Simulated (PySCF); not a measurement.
**VClF3: EPR parameters at several levels of theory**

Aim: compute the EPR parameters of VClF3 (`[F][V]([F])([F])[Cl]`) at several levels, and see how far they spread and what each costs.

The runs use PySCF 2.14.0, with density-fitted response routines of our own; the level of theory stands in each step. All values are computed, except where a source is named. Atoms count from 0, in the outputs and in this text.

## 1. The starting structure

5 atoms, charge 0, multiplicity 2; geometry from: GFN2-xTB. The atoms were then displaced at random by about 0.03 Å, so the start is not that level's minimum.

Bonds of the start (Å): V0–Cl1 2.06, V0–F2 1.53, V0–F3 1.78, V0–F4 1.63.

## 2. Relaxing the molecule at PBE0-D3(BJ)/def2-SVP

Job settings and geometry (Å):

```
{"job": {"xc": "PBE0", "basis": "def2-SVP", "d3": "d3bj", "grid": 1, "maxiter": 40, "shake": 0.03, "kind": "geom"}, "charge": 0, "multiplicity": 2}
V      0.128990    -0.194650    -0.197500
Cl     0.060370    -0.148340     1.865670
F      1.563030     0.234380    -0.499520
F     -0.654080     1.309110    -0.726490
F     -1.023460    -1.310980    -0.504280
```

Launch:

```console
OMP_NUM_THREADS=1 python probes_run.py task.json out
```

This one command runs all jobs of the session in turn.

The program printed:

```text
step   0  E = -1702.73805609  max force = 0.183467
step   1  E = -1702.77634901  max force = 0.048543
step   2  E = -1702.78104059  max force = 0.013570
step   3  E = -1702.78340279  max force = 0.015779
step   4  E = -1702.78440866  max force = 0.004842
step   5  E = -1702.78463208  max force = 0.003046
step   6  E = -1702.78466914  max force = 0.001029
step   7  E = -1702.78467685  max force = 0.000246
optimisation converged
```

Run time: 74 s. Hardware: 1 thread of Arm Neoverse V1, shared host; peak memory 0.39 GiB.

Relaxation path:

| step | energy from step 0 (eV) | largest force component (eV/Å) |
| --- | --- | --- |
| 0 | 0.0000 | 9.4343 |
| 1 | -1.0420 | 2.4962 |
| 2 | -1.1697 | 0.6978 |
| 3 | -1.2339 | 0.8114 |
| 4 | -1.2613 | 0.2490 |
| 5 | -1.2674 | 0.1566 |
| 6 | -1.2684 | 0.0529 |
| 7 | -1.2686 | 0.0126 |

Close pairs (by a distance rule), those that changed most:

| bond | before (Å) | after (Å) | change (Å) |
| --- | --- | --- | --- |
| V0–F2 | 1.527 | 1.696 | +0.169 |
| V0–Cl1 | 2.065 | 2.140 | +0.075 |
| V0–F3 | 1.776 | 1.703 | -0.073 |
| V0–F4 | 1.634 | 1.696 | +0.062 |

The next job starts from the end point, and lists it.

| at the end point | value |
| --- | --- |
| point group (found at 0.08 Å tolerance) | Cs |
| rotational constants (GHz, main isotopes) | 3.418, 2.214, 2.067 |
| dipole moment (D) | 0.48 |
| ⟨S²⟩ | 0.756 |

## 3. EPR parameters: PBE0/def2-TZVP-core+IGLO-III

Job settings and geometry (Å):

```
{"job": {"kind": "epr"}, "charge": 0, "multiplicity": 2}
V      0.035061    -0.059579    -0.124892
Cl     0.026829    -0.099362     2.014633
F      1.654996     0.070329    -0.609142
F     -0.734918     1.347772    -0.696789
F     -0.907118    -1.369641    -0.645930
```

With the program's defaults for keys left out, this is: UKS PBE0, IGLO-III on Cl F, def2-TZVP-core on V, non-relativistic, mean-field spin-orbit, GIAO.

The program printed:

```text
starts in def2-SVP, energy above the lowest (Eh): 0.00000 0.00000 0.00000 0.00000 0.00000
UKS, coarse grid
  cycle   1  E = -1689.56009477  |g| = 9.51e+00
  cycle   2  E = -1631.91089300  |g| = 9.50e+00
  cycle   3  E = -1651.57119902  |g| = 1.18e+01
  cycle   4  E = -1672.31293845  |g| = 8.92e+00
  cycle   5  E = -1676.48240451  |g| = 7.82e+00
  cycle   6  E = -1686.15893166  |g| = 5.01e+00
  cycle   7  E = -1691.57362376  |g| = 4.70e+00
  cycle   8  E = -1700.87136746  |g| = 2.60e+00
  cycle   9  E = -1701.54888940  |g| = 1.93e+00
  cycle  10  E = -1701.98070999  |g| = 2.25e+00
  cycle  11  E = -1702.91194600  |g| = 1.16e+00
  cycle  12  E = -1703.40396891  |g| = 3.77e-01
  cycle  13  E = -1703.45270277  |g| = 8.77e-02
  cycle  14  E = -1703.45608320  |g| = 2.76e-02
  cycle  15  E = -1703.45638720  |g| = 1.89e-02
  cycle  16  E = -1703.45657516  |g| = 5.18e-03
  cycle  17  E = -1703.45671193  |g| = 4.54e-03
  cycle  18  E = -1703.45684371  |g| = 3.78e-03
  cycle  19  E = -1703.45702318  |g| = 3.33e-03
  cycle  20  E = -1703.45715928  |g| = 3.07e-03
  cycle  21  E = -1703.45729715  |g| = 2.72e-03
  cycle  22  E = -1703.45743182  |g| = 2.44e-03
  cycle  23  E = -1703.45757364  |g| = 2.17e-03
  cycle  24  E = -1703.45765332  |g| = 1.86e-03
  cycle  25  E = -1703.45769780  |g| = 1.39e-03
  cycle  26  E = -1703.45780745  |g| = 2.29e-03
  cycle  27  E = -1703.45780493  |g| = 1.32e-03
  cycle  28  E = -1703.45782753  |g| = 1.72e-03
  cycle  29  E = -1703.45782840  |g| = 5.68e-04
UKS, final grid
  cycle   1  E = -1703.45799544  |g| = 1.01e-03
  cycle   2  E = -1703.45799412  |g| = 2.85e-03
  cycle   3  E = -1703.45799687  |g| = 4.45e-04
  cycle   4  E = -1703.45799725  |g| = 3.52e-04
  cycle   5  E = -1703.45799875  |g| = 2.92e-04
  cycle   6  E = -1703.45800065  |g| = 2.70e-04
  cycle   7  E = -1703.45800145  |g| = 2.47e-04
  cycle   8  E = -1703.45800485  |g| = 1.74e-04
  cycle   9  E = -1703.45800707  |g| = 9.38e-05
  cycle  10  E = -1703.45800710  |g| = 6.30e-05
  cycle  11  E = -1703.45800716  |g| = 3.90e-05
  cycle  12  E = -1703.45800717  |g| = 2.96e-05
E = -1703.45800717 Eh   <S^2> = 0.7552 (exact 0.7500)
g shifts (ppm)      1          2          3
  rmc          -575       -575       -575
  gc             74        128         -1
  oz_so      -47809     -35956     -21224
  total      -48310     -36403     -21800
hyperfine (MHz)  atom isotope    a_iso     a_fc   dipolar eigenvalues
    0   51V    -154.06    -134.94   -149.57    -35.27    184.84
    1  35Cl      -0.56       0.11    -12.01     -9.89     21.91
    2   19F       9.69       5.74    -64.73    -62.68    127.41
    3   19F      26.19      23.59   -114.40   -101.85    216.25
    4   19F       9.32       5.16    -64.79    -60.70    125.50
```

Wall time 2.1 min (1 thread of Arm Neoverse V1, shared host); peak memory 0.89 GiB.

Principal g values 1.95401, 1.96592, 1.98052; g(iso) = 1.96682, against 2.00232 for a free electron.

Hyperfine couplings; where a row names several nuclei, a(iso) is their mean (it holds for fast rotation or exchange) and the dipolar term the largest among them:

| nuclei | isotope | a(iso) (MHz) | a(iso) (G, at g = 2.0023) | largest dipolar term (MHz) |
| --- | --- | --- | --- | --- |
| V0 | 51V | -154.1 | -55.0 | 184.8 |
| F2, F3, F4 | 19F | 15.1 | 5.4 | 216.3 |
| Cl1 | 35Cl | -0.6 | -0.2 | 21.9 |

Mulliken spin populations:

| atom | value (e) |
| --- | --- |
| V0 | 0.99 |
| Cl1 | 0.00 |
| F2 | 0.00 |
| F3 | 0.02 |
| F4 | 0.00 |

In first order the couplings over 0.8 MHz of 51V, 19F give 32 distinct lines over 401.0 G, if the averaged nuclei exchange fast.

The fields below are evaluated on a grid from the run's orbitals.

ELF in a plane through or near 2 of the atoms.

Ten even steps from '0' (0.00) to '9' (0.86):
```
0000000000000000000000000000
0000000000000000000000000000
0000000000000000000000000000
0000000000123210000000000000
0000000002477742000000000000
0000000024799984100000000000
0000000026887795101233200000
0000000025899973014666420000
0000000002343310047888741000
0000000000014420158999852000
0000000000014521158999852000
0000000001233210047888641000
0000000024799973014565420000
0000000025877696100232100000
0000000014799985100000000000
0000000002478752100000000000
0000000000133310000000000000
0000000000000000000000000000
0000000000000000000000000000
0000000000000000000000000000
```
The map spans 9.2 Å across and 8.2 Å up, centred on the molecule. Atoms in the plane (x, y in Å): F2 (-0.5, 1.4), F4 (-0.5, -1.5).

On the surface of density 0.002 e/bohr³ the electrostatic potential runs, from the 1st to the 99th percentile, from -0.44 V near F3 to 2.64 V near V0.

The spin density lies nearest to V0 82 %.

## 4. EPR parameters: PBE/def2-TZVP-core+IGLO-III

Settings changed since step 3:

```diff
@@ -1,2 +1,2 @@
-{"job": {"kind": "epr"}, "charge": 0, "multiplicity": 2}
+{"job": {"kind": "epr", "xc": "PBE"}, "charge": 0, "multiplicity": 2}
 V      0.035061    -0.059579    -0.124892
```

With the program's defaults for keys left out, this is: UKS PBE, IGLO-III on Cl F, def2-TZVP-core on V, non-relativistic, mean-field spin-orbit, GIAO.

The program printed:

```text
starts in def2-SVP, energy above the lowest (Eh): 0.00000 0.00000 0.00000 0.00000
UKS, coarse grid
  cycle   1  E = -1679.77630820  |g| = 1.11e+01
  cycle   2  E = -1586.47134334  |g| = 1.13e+01
  cycle   3  E = -1648.32832569  |g| = 1.02e+01
  cycle   4  E = -1688.42955841  |g| = 4.37e+00
  cycle   5  E = -1668.79218586  |g| = 8.19e+00
  cycle   6  E = -1696.23685985  |g| = 4.33e+00
  cycle   7  E = -1695.67455856  |g| = 4.11e+00
  cycle   8  E = -1702.19449008  |g| = 1.87e+00
  cycle   9  E = -1701.80425353  |g| = 1.74e+00
  cycle  10  E = -1701.18827173  |g| = 2.82e+00
  cycle  11  E = -1702.99352685  |g| = 1.27e+00
  cycle  12  E = -1700.85671140  |g| = 2.76e+00
  cycle  13  E = -1702.89571292  |g| = 1.37e+00
  cycle  14  E = -1703.30676144  |g| = 6.75e-01
  cycle  15  E = -1703.42683447  |g| = 2.83e-01
  cycle  16  E = -1703.45019325  |g| = 6.10e-02
  cycle  17  E = -1703.45089839  |g| = 3.95e-02
  cycle  18  E = -1703.45144706  |g| = 1.61e-02
  cycle  19  E = -1703.45151747  |g| = 7.84e-03
  cycle  20  E = -1703.45153788  |g| = 1.66e-03
  cycle  21  E = -1703.45153826  |g| = 1.42e-03
  cycle  22  E = -1703.45154101  |g| = 1.12e-03
  cycle  23  E = -1703.45154151  |g| = 6.49e-04
UKS, final grid
  cycle   1  E = -1703.45177001  |g| = 9.60e-04
  cycle   2  E = -1703.45176745  |g| = 2.88e-03
  cycle   3  E = -1703.45177041  |g| = 4.45e-04
  cycle   4  E = -1703.45177047  |g| = 2.50e-04
  cycle   5  E = -1703.45177047  |g| = 2.41e-04
  cycle   6  E = -1703.45177049  |g| = 2.24e-04
  cycle   7  E = -1703.45177051  |g| = 1.18e-04
  cycle   8  E = -1703.45177052  |g| = 3.10e-05
  cycle   9  E = -1703.45177052  |g| = 1.52e-05
E = -1703.45177052 Eh   <S^2> = 0.7541 (exact 0.7500)
g shifts (ppm)      1          2          3
  rmc          -554       -554       -554
  gc             65        123          7
  oz_so      -44376     -26971     -17984
  total      -44864     -27401     -18531
hyperfine (MHz)  atom isotope    a_iso     a_fc   dipolar eigenvalues
    0   51V    -129.12    -112.34   -142.37    -32.94    175.31
    1  35Cl      -2.03      -1.20    -11.64    -11.57     23.20
    2   19F       9.35       4.68    -68.38    -59.12    127.50
    3   19F      12.53       9.52   -122.17   -103.25    225.42
    4   19F       9.08       4.21    -67.26    -57.83    125.09
```

It took 49 s on 1 thread of Arm Neoverse V1, shared host; peak memory 0.83 GiB.

In short: g(iso) 1.97205.

## 5. EPR parameters: B3LYP/def2-TZVP-core+IGLO-III

Settings changed since step 4:

```diff
@@ -1,2 +1,2 @@
-{"job": {"kind": "epr", "xc": "PBE"}, "charge": 0, "multiplicity": 2}
+{"job": {"kind": "epr", "xc": "B3LYP"}, "charge": 0, "multiplicity": 2}
 V      0.035061    -0.059579    -0.124892
```

With the program's defaults for keys left out, this is: UKS B3LYP, IGLO-III on Cl F, def2-TZVP-core on V, non-relativistic, mean-field spin-orbit, GIAO.

The program printed:

```text
starts in def2-SVP, energy above the lowest (Eh): 0.00000 0.00000 0.00000 0.00000 0.00001
UKS, coarse grid
  cycle   1  E = -1687.57821060  |g| = 1.01e+01
  cycle   2  E = -1618.96988221  |g| = 9.10e+00
  cycle   3  E = -1634.70796178  |g| = 1.33e+01
  cycle   4  E = -1656.32884596  |g| = 1.14e+01
  cycle   5  E = -1658.06784045  |g| = 1.11e+01
  cycle   6  E = -1659.40073864  |g| = 1.09e+01
  cycle   7  E = -1663.61996870  |g| = 1.03e+01
  cycle   8  E = -1663.98861925  |g| = 9.70e+00
  cycle   9  E = -1669.13542272  |g| = 9.51e+00
  cycle  10  E = -1677.42794183  |g| = 8.85e+00
  cycle  11  E = -1598.76922983  |g| = 8.29e+00
  cycle  12  E = -1647.00987838  |g| = 1.18e+01
  cycle  13  E = -1649.51500758  |g| = 1.17e+01
  cycle  14  E = -1650.39374068  |g| = 1.16e+01
  cycle  15  E = -1650.32359201  |g| = 1.16e+01
  cycle  16  E = -1645.15375947  |g| = 1.20e+01
  cycle  17  E = -1644.17999840  |g| = 1.18e+01
  cycle  18  E = -1646.11459947  |g| = 1.17e+01
  cycle  19  E = -1628.21014122  |g| = 1.41e+01
  cycle  20  E = -1575.69976978  |g| = 1.14e+01
  cycle  21  E = -1674.45466418  |g| = 7.83e+00
  cycle  22  E = -1686.03734269  |g| = 4.79e+00
  cycle  23  E = -1679.51214647  |g| = 6.64e+00
  cycle  24  E = -1702.06123261  |g| = 2.55e+00
  cycle  25  E = -1694.56768804  |g| = 4.45e+00
  cycle  26  E = -1703.70023032  |g| = 1.10e+00
  cycle  27  E = -1702.90480035  |g| = 1.92e+00
  cycle  28  E = -1704.08357885  |g| = 3.71e-01
  cycle  29  E = -1704.12338052  |g| = 2.17e-01
  cycle  30  E = -1704.13932317  |g| = 1.02e-01
  cycle  31  E = -1704.14286063  |g| = 2.40e-02
  cycle  32  E = -1704.14325613  |g| = 1.68e-02
  cycle  33  E = -1704.14353052  |g| = 7.17e-03
  cycle  34  E = -1704.14383107  |g| = 6.65e-03
  cycle  35  E = -1704.14410415  |g| = 6.29e-03
  cycle  36  E = -1704.14480845  |g| = 5.93e-03
  cycle  37  E = -1704.14497879  |g| = 6.15e-03
  cycle  38  E = -1704.14657394  |g| = 1.04e-02
  cycle  39  E = -1704.14673315  |g| = 8.13e-03
  cycle  40  E = -1704.14679615  |g| = 6.19e-03
UKS, final grid
  cycle   1  E = -1687.57809961  |g| = 1.00e+01
  cycle   2  E = -1618.96819240  |g| = 9.10e+00
  cycle   3  E = -1635.30051565  |g| = 1.33e+01
  cycle   4  E = -1656.67816328  |g| = 1.13e+01
  cycle   5  E = -1658.21967409  |g| = 1.11e+01
  cycle   6  E = -1659.66629585  |g| = 1.09e+01
  cycle   7  E = -1663.70083555  |g| = 1.03e+01
  cycle   8  E = -1663.50997663  |g| = 9.78e+00
  cycle   9  E = -1668.36381349  |g| = 9.61e+00
  cycle  10  E = -1676.04970032  |g| = 8.97e+00
  cycle  11  E = -1593.21109974  |g| = 9.20e+00
  cycle  12  E = -1664.26644354  |g| = 9.39e+00
  cycle  13  E = -1668.11562176  |g| = 8.85e+00
  cycle  14  E = -1671.77798093  |g| = 8.68e+00
  cycle  15  E = -1678.33244415  |g| = 8.62e+00
  cycle  16  E = -1674.93650992  |g| = 8.14e+00
  cycle  17  E = -1675.96702931  |g| = 8.00e+00
  cycle  18  E = -1675.35449007  |g| = 8.06e+00
  cycle  19  E = -1675.62933088  |g| = 8.22e+00
  cycle  20  E = -1580.42648139  |g| = 1.07e+01
  cycle  21  E = -1693.70785147  |g| = 4.39e+00
  cycle  22  E = -1683.51182249  |g| = 7.60e+00
  cycle  23  E = -1701.65773942  |g| = 2.55e+00
  cycle  24  E = -1694.42920826  |g| = 4.65e+00
  cycle  25  E = -1703.28126049  |g| = 1.36e+00
  cycle  26  E = -1703.82796208  |g| = 8.83e-01
  cycle  27  E = -1704.12692335  |g| = 2.36e-01
  cycle  28  E = -1704.13481063  |g| = 1.70e-01
  cycle  29  E = -1704.14328143  |g| = 2.68e-02
  cycle  30  E = -1704.14389634  |g| = 9.61e-03
  cycle  31  E = -1704.14417515  |g| = 7.66e-03
  cycle  32  E = -1704.14442398  |g| = 6.43e-03
  cycle  33  E = -1704.14481344  |g| = 6.34e-03
  cycle  34  E = -1704.14521631  |g| = 5.97e-03
  cycle  35  E = -1704.14552439  |g| = 5.69e-03
  cycle  36  E = -1704.14596173  |g| = 5.22e-03
  cycle  37  E = -1704.14707981  |g| = 9.93e-03
  cycle  38  E = -1704.14668054  |g| = 4.74e-03
  cycle  39  E = -1704.14728036  |g| = 1.14e-02
  cycle  40  E = -1704.14733017  |g| = 9.33e-03
  cycle  41  E = -1704.14743539  |g| = 7.03e-03
  cycle  42  E = -1704.14752607  |g| = 2.80e-03
  cycle  43  E = -1704.14759913  |g| = 3.10e-03
  cycle  44  E = -1704.14763367  |g| = 2.60e-03
  cycle  45  E = -1704.14764693  |g| = 1.96e-03
  cycle  46  E = -1704.14764676  |g| = 1.14e-03
  cycle  47  E = -1704.14765525  |g| = 5.08e-04
  cycle  48  E = -1704.14765838  |g| = 3.22e-04
  cycle  49  E = -1704.14765910  |g| = 1.92e-04
  cycle  50  E = -1704.14765923  |g| = 1.22e-04
  cycle  51  E = -1704.14765920  |g| = 1.03e-04
  cycle  52  E = -1704.14765930  |g| = 9.42e-05
  cycle  53  E = -1704.14765931  |g| = 4.67e-05
  cycle  54  E = -1704.14765931  |g| = 3.82e-05
  cycle  55  E = -1704.14765932  |g| = 9.83e-06
E = -1704.14765932 Eh   <S^2> = 0.7545 (exact 0.7500)
g shifts (ppm)      1          2          3
  rmc          -580       -580       -580
  gc             77        130          1
  oz_so      -46041     -32908     -19512
  total      -46544     -33358     -20091
hyperfine (MHz)  atom isotope    a_iso     a_fc   dipolar eigenvalues
    0   51V    -130.84    -112.63   -151.78    -36.02    187.80
    1  35Cl       0.07       0.72    -11.94    -10.82     22.77
    2   19F      13.07       9.17    -65.85    -63.44    129.29
    3   19F      28.60      25.97   -117.62   -101.55    219.17
    4   19F      12.70       8.62    -65.90    -61.43    127.32
```

Wall time 3.2 min (1 thread of Arm Neoverse V1, shared host); peak memory 0.93 GiB.

In short: g(iso) 1.96899.

## 6. g tensor and hyperfine couplings: BHandHLYP/def2-TZVP-core+IGLO-III

Settings changed since step 5:

```diff
@@ -1,2 +1,2 @@
-{"job": {"kind": "epr", "xc": "B3LYP"}, "charge": 0, "multiplicity": 2}
+{"job": {"kind": "epr", "xc": "BHandHLYP"}, "charge": 0, "multiplicity": 2}
 V      0.035061    -0.059579    -0.124892
```

Level: UKS BHandHLYP, IGLO-III on Cl F, def2-TZVP-core on V, non-relativistic, mean-field spin-orbit, GIAO.

The program printed:

```text
starts in def2-SVP, energy above the lowest (Eh): 0.00000 0.00000 0.00000 0.00759
UKS, coarse grid
  cycle   1  E = -1697.45518950  |g| = 7.27e+00
  cycle   2  E = -1683.90730626  |g| = 7.54e+00
  cycle   3  E = -1687.85215623  |g| = 7.17e+00
  cycle   4  E = -1703.51600692  |g| = 9.73e-01
  cycle   5  E = -1703.64052528  |g| = 9.57e-01
  cycle   6  E = -1703.90851925  |g| = 2.41e-01
  cycle   7  E = -1703.92755810  |g| = 6.99e-02
  cycle   8  E = -1703.92840010  |g| = 5.91e-02
  cycle   9  E = -1703.92938571  |g| = 9.73e-03
  cycle  10  E = -1703.92942579  |g| = 3.56e-03
  cycle  11  E = -1703.92944300  |g| = 2.56e-03
  cycle  12  E = -1703.92945101  |g| = 1.37e-03
  cycle  13  E = -1703.92946158  |g| = 1.00e-03
  cycle  14  E = -1703.92947103  |g| = 6.22e-04
UKS, final grid
  cycle   1  E = -1703.92960678  |g| = 5.49e-04
  cycle   2  E = -1703.92960774  |g| = 5.56e-04
  cycle   3  E = -1703.92960814  |g| = 4.40e-04
  cycle   4  E = -1703.92960953  |g| = 3.89e-04
  cycle   5  E = -1703.92961072  |g| = 2.04e-04
  cycle   6  E = -1703.92961105  |g| = 1.31e-04
  cycle   7  E = -1703.92961115  |g| = 1.11e-04
  cycle   8  E = -1703.92961123  |g| = 9.95e-05
  cycle   9  E = -1703.92961134  |g| = 9.03e-05
  cycle  10  E = -1703.92961152  |g| = 7.98e-05
  cycle  11  E = -1703.92961167  |g| = 7.23e-05
  cycle  12  E = -1703.92961178  |g| = 6.92e-05
  cycle  13  E = -1703.92961185  |g| = 6.59e-05
  cycle  14  E = -1703.92961204  |g| = 5.55e-05
  cycle  15  E = -1703.92961213  |g| = 4.55e-05
  cycle  16  E = -1703.92961220  |g| = 3.71e-05
  cycle  17  E = -1703.92961224  |g| = 2.98e-05
  cycle  18  E = -1703.92961226  |g| = 2.20e-05
  cycle  19  E = -1703.92961227  |g| = 1.82e-05
E = -1703.92961227 Eh   <S^2> = 0.7554 (exact 0.7500)
g shifts (ppm)      1          2          3
  rmc          -601       -601       -601
  gc             87        134         -4
  oz_so      -51355     -44316     -19984
  total      -51869     -44783     -20590
hyperfine (MHz)  atom isotope    a_iso     a_fc   dipolar eigenvalues
    0   51V    -153.32    -132.61   -159.69    -38.25    197.94
    1  35Cl       1.48       1.92    -12.53     -8.43     20.96
    2   19F      12.93      10.16    -67.19    -58.73    125.92
    3   19F      45.42      43.09   -106.95    -96.62    203.56
    4   19F      12.50       9.58    -67.13    -57.32    124.45
```

Run time: 2.1 min. Hardware: 1 thread of Arm Neoverse V1, shared host; peak memory 0.93 GiB.

In short: g(iso) 1.96324.

## 7. Run by run: EPR parameters

g, ⟨S²⟩ and isotropic hyperfine couplings (MHz), with basis size and wall time:

| run | g(iso) | ⟨S²⟩ | 51V V0 | 19F F2 (mean) | 35Cl Cl1 | functions | time |
| --- | --- | --- | --- | --- | --- | --- | --- |
| PBE0/def2-TZVP-core+IGLO-III | 1.96682 | 0.755 | -154.1 | 15.1 | -0.6 | 229 | 2.1 min |
| PBE/def2-TZVP-core+IGLO-III | 1.97205 | 0.754 | -129.1 | 10.3 | -2.0 | 229 | 49 s |
| B3LYP/def2-TZVP-core+IGLO-III | 1.96899 | 0.755 | -130.8 | 18.1 | 0.1 | 229 | 3.2 min |
| BHandHLYP/def2-TZVP-core+IGLO-III | 1.96324 | 0.755 | -153.3 | 23.6 | 1.5 | 229 | 2.1 min |

## 8. Summary of results

| quantity | value |
| --- | --- |
| point group | Cs |
| rotational constants (main isotopes) | 3.42, 2.21, 2.07 GHz |
| g(iso) (PBE0) | 1.96682 |
| ⟨S²⟩ | 0.755 (exact 0.75) |
| largest a(iso) (averaged by class) | 51V on V0, -154.1 MHz |
| surface potential, 1st and 99th percentile | -0.44 V and 2.64 V |

Single values in the summary come from the first run of each kind that ended normally (PBE0/def2-TZVP-core+IGLO-III), which need not be the best level. The start was shaken at random, so part of the energy gained undoes that. The optimisation took 7 steps and gained 1.269 eV; among the close pairs (by a distance rule), V0–F2 changed most, from 1.527 to 1.696 Å. V0 carries the largest spin population, 0.99 e. The isotropic g lies 35.5 ppt below the free-electron value. DFT tends to give too small g shifts for metal centres. The coupling of 51V on V0 runs from -154.1 (PBE0/def2-TZVP-core+IGLO-III) to -129.1 MHz (PBE/def2-TZVP-core+IGLO-III).
